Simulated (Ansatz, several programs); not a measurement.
An ordered 4-atom cell of CdCP2 on the zincblende lattice (P-4m2), relaxed with PBE in Ansatz (plane waves, PAW): space group P-4m2 (No. 115), tetragonal; conventional cell a = 3.282 Å, c = 6.124 Å, 16.49 Å³ an atom. Cd is surrounded by 4 P at 2.60 Å and 4 Cd at 3.28 Å; P is surrounded by 2 C at 1.94 Å and 2 Cd at 2.60 Å; C is surrounded by 4 P at 1.94 Å. The cell was then scaled with its shape and fractional coordinates held, which makes it stiffer than a relaxed compression. The cell comes from a prototype generator: it can be a known phase or a hypothetical one. Spin polarisation is off.

```
V (Å³/atom)  E (meV/atom)
     15.500         19.52
     15.995          5.03
     16.490          0.00
     17.479         13.86
```

(1) Pass a cubic E = c₀ + c₁u + c₂u² + c₃u³, with u = V − 16.366 Å³, through these points.

(2) Where is the minimum, and what bulk modulus follows?

(3) Predict the energy and the pressure at the withheld volume, 16.984 Å³.

Results:

(1) c₀ = 0.43, c₁ = -5.649, c₂ = 17.610, c₃ = -1.5226 (meV and Å³).

(2) dE/du = 0 at u = +0.164, so V₀ = 16.53 Å³. B = V₀ d²E/dV² = 16.53 × (2c₂ + 6c₃u) = 16.53 × 33.722 = 557 meV/Å³, and 1 meV/Å³ is 0.16022 GPa: 89 GPa. A third-order Birch-Murnaghan fit to all five points gives 16.53 Å³ and 89 GPa.

(3) With u = +0.618: E ≈ 3.31 meV and P = −dE/dV ≈ -2.30 GPa. The run gives 3.35 meV and, from its stress, -2.30 GPa.
